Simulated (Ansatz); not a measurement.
**TiAl: energy and stress against strain**

The task, for TiAl: strain the cell along the Voigt pattern (1, 1, 0, 0, 0, 0).

Method: DFT r2SCAN, scalar-relativistic, plane waves, PAW, in Ansatz 0.2.0.

1 further run of the same task is left out (set aside as unsound or not needed). Runs told in other sessions of the task aren't counted.

**1. Starting point**

Symmetry: P-6m2, No. 187, hexagonal system. Conventional cell: a = 2.869 Å, b = 2.869 Å, c = 4.634 Å, α = 90.00°, β = 90.00°, γ = 120.00°. Ti (site symmetry -6m2) is surrounded by 6 Al at 2.85 Å and 6 Ti at 2.87 Å. Around Al (site symmetry -6m2) lie 6 Ti at 2.85 Å and 6 Al at 2.87 Å.

Coordinates:

```
Ti Al
1.0
     2.86860    0.00000    0.00000
    -1.43430    2.48428    0.00000
     0.00000    0.00000    4.63387
Ti Al
1 1
Direct
  0.00000 0.00000 0.00000
  0.33333 0.66667 0.50000
```

It goes back to an entry of the Materials Project, which need not be the stable form.

This cell was relaxed beforehand with the same method: volume 16.51 Å³/atom, gap on the mesh none (metal).

**2. The scan: energy and stress against strain**

The cell is strained by ε times the Voigt pattern (1, 1, 0, 0, 0, 0) (xx, yy, zz, yz, xz, xy; engineering shear), with fractional coordinates fixed (clamped ions). The stress on the pattern is the sum of the stress components weighted by it, tension positive.

**3. ε = -0.1000**

Contents of input.yaml:

```yaml
crystal:
  lattice:
    - [2.5817373488, 0.0, 0.0]
    - [-1.2908686744, 2.23585013, 0.0]
    - [0.0, 0.0, 4.6338675649]
  atoms:
    - { symbol: Ti, position: [0.0, 0.0, 0.0] }
    - { symbol: Al, position: [0.3333333333, 0.6666666667, 0.5] }
basis:
  ecutwfc: 500
kpoints:
  mp_grid: { grid: [24, 24, 14] }
hamiltonian:
  xc: r2scan
scf:
  occupations: { method: gaussian, width: 0.15 }
output:
  forces: true
  stress: true
  eigenvalues: true
```

On the command line:

```console
ansatz run input.yaml --threads 1 --pin off --max-ram 2560MiB --backend cpu --events-out ev --progress --plain --runs-dir out
```

**4. Point ε = 0.0750**

Edit input.yaml of step 3 so:

```diff
@@ -2,4 +2,4 @@
   lattice:
-    - [2.5817373488, 0.0, 0.0]
-    - [-1.2908686744, 2.23585013, 0.0]
+    - [3.0837418333, 0.0, 0.0]
+    - [-1.5418709166, 2.6705987664, 0.0]
     - [0.0, 0.0, 4.6338675649]
```

**5. At ε = -0.0500**

Edit input.yaml of step 4 so:

```diff
@@ -2,4 +2,4 @@
   lattice:
-    - [3.0837418333, 0.0, 0.0]
-    - [-1.5418709166, 2.6705987664, 0.0]
+    - [2.7251672016, 0.0, 0.0]
+    - [-1.3625836008, 2.3600640261, 0.0]
     - [0.0, 0.0, 4.6338675649]
```

**6. ε = 0.0250**

Edit input.yaml of step 5 so:

```diff
@@ -2,4 +2,4 @@
   lattice:
-    - [2.7251672016, 0.0, 0.0]
-    - [-1.3625836008, 2.3600640261, 0.0]
+    - [2.9403119806, 0.0, 0.0]
+    - [-1.4701559903, 2.5463848703, 0.0]
     - [0.0, 0.0, 4.6338675649]
```

**7. At ε = 0.1000**

Edit input.yaml of step 6 so:

```diff
@@ -2,4 +2,4 @@
   lattice:
-    - [2.9403119806, 0.0, 0.0]
-    - [-1.4701559903, 2.5463848703, 0.0]
+    - [3.1554567597, 0.0, 0.0]
+    - [-1.5777283798, 2.7327057145, 0.0]
     - [0.0, 0.0, 4.6338675649]
```

**8. ε = -0.0750**

Edit input.yaml of step 7 so:

```diff
@@ -2,4 +2,4 @@
   lattice:
-    - [3.1554567597, 0.0, 0.0]
-    - [-1.5777283798, 2.7327057145, 0.0]
+    - [2.6534522752, 0.0, 0.0]
+    - [-1.3267261376, 2.2979570781, 0.0]
     - [0.0, 0.0, 4.6338675649]
```

(Steps that only read results are left out.)

Before running it: what results should come out? Wanted: slope of the stress at ε = 0, from the points at -0.0500, 0 and 0.0250.

As calculated:

```
                                                              quantity    value
slope of the stress at ε = 0, from the points at -0.0500, 0 and 0.0250  514 GPa
```

**Reading.** The slope of the stress at zero strain, 514 GPa, estimates C11 + C22 + 2 C12 with clamped ions in this Cartesian frame; letting the atoms relax could not make it stiffer. The step is wide, so higher orders mix in. The undisturbed cell stays the lowest of the sampled points. Compression costs more than tension: 341.5 against 203.6 meV/atom at the ends.
